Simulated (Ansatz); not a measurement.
# Pd (Pd (100), 3 layers): how the settings move a single-point run

How sensitive is a single-point run of Pd (Pd (100), 3 layers) to its settings? A reference run comes first, then one run with altered input.

Program: Ansatz 0.2.0. Level of theory: reference: DFT, PBE, all-electron LAPW, scalar-relativistic. These are calculated values, not measurements.

**1. Starting point**

Symmetry: P4/mmm, No. 123, tetragonal system. Conventional cell: a = 2.789 Å, b = 2.789 Å, c = 19.944 Å, α = 90.00°, β = 90.00°, γ = 90.00°. Pd (site symmetry 4mm) has 8 Pd at 2.77 to 2.79 Å as nearest neighbours. Pd (site symmetry 4/mmm) has 12 Pd at 2.77 to 2.79 Å as nearest neighbours.

Structure file:

```
CELL_PARAMETERS angstrom
2.78887 0.00000 0.00000
0.00000 2.78887 0.00000
0.00000 0.00000 19.94410
ATOMIC_POSITIONS crystal
Pd 0.00000 0.00000 0.40280
Pd 0.50000 0.50000 0.50000
Pd 0.00000 0.00000 0.59720
```

**2. Baseline**

input.yaml reads:

```yaml
crystal:
  lattice:
    - [2.7888697454, 0.0, 0.0]
    - [0.0, 2.7888697454, 0.0]
    - [0.0, 0.0, 19.9441]
  atoms:
    - { symbol: Pd, position: [0.0, 0.0, 0.4027983877] }
    - { symbol: Pd, position: [0.5, 0.5, 0.4999999978] }
    - { symbol: Pd, position: [0.0, 0.0, 0.5972016146] }
  periodic: [true, true, false]
kpoints:
  mp_grid: { grid: [12, 12, 1] }
scf:
  occupations: { method: fermi_dirac, width: 0.05 }
hamiltonian:
  xc: pbe
  pseudopotentials: { kind: all_electron, lapw: { basis_error: 0.001 } }
output:
  forces: true
  stress: true
  eigenvalues: true
```

On the command line:

```
$ ansatz run input.yaml --threads 2 --pin off --max-ram 4096MiB --backend cpu --events-out ev --progress --plain --runs-dir out
```

**3. Changed: hubbard.sites [{species: Pd, l: d, u_eff: 2.0}], hubbard.double_counting amf**

input.yaml, as its differences from that of step 2:

```diff
@@ -17,2 +17,3 @@
   pseudopotentials: { kind: all_electron, lapw: { basis_error: 0.001 } }
+  hubbard: { sites: [{ species: Pd, l: d, u_eff: 2.0 }], double_counting: amf }
 output:
```

**Question.** What will these runs give? Wanted: for each run, ending; energy change; gap; force.

As calculated:

| run | ending | energy change | gap (eV) | force (eV/Å) | cycles | time |
| --- | --- | --- | --- | --- | --- | --- |
| reference | converged | 0 | 0.00 | 0.01 | 14 | 36 s |
| 1: hubbard.sites [{species: Pd, l: d, u_eff: 2.0}], hubbard.double_counting amf | converged | -11.0 meV/atom (U changed: no physical gain or loss) | 0.00 | 0.02 | 13 | 43 s |

Residual by cycle in the longest SCF loop of each run; runs are numbered as in the table. The quantity is the density residual dr2, in eV.

| cycle | reference | run 1 |
| --- | --- | --- |
| 1 | 2.71 | 2.71 |
| 2 | 1.01 | 0.951 |
| 3 | 0.0277 | 0.0188 |
| 5 | 0.0163 | 0.0192 |
| 6 | 0.00607 | 0.00692 |
| 7 | 1.0e-4 | 1.2e-4 |
| 8 | 4.4e-6 | 5.2e-6 |
| 9 | 2.2e-6 | 2.2e-6 |
| 10 | 1.6e-6 | 1.6e-6 |
| 12 | 4.2e-7 | 1.7e-7 |
| 13 | 1.7e-7 | 4.4e-9 |
| 14 | 5.0e-9 | - |

Changing the Hubbard U moves the energy by -11.0 meV/atom. The U term adds an energy of its own, so the shift says nothing about which run is better. Cost: 13 SCF cycles against 14. A changed U is a change of model: its shifts are not errors of convergence.
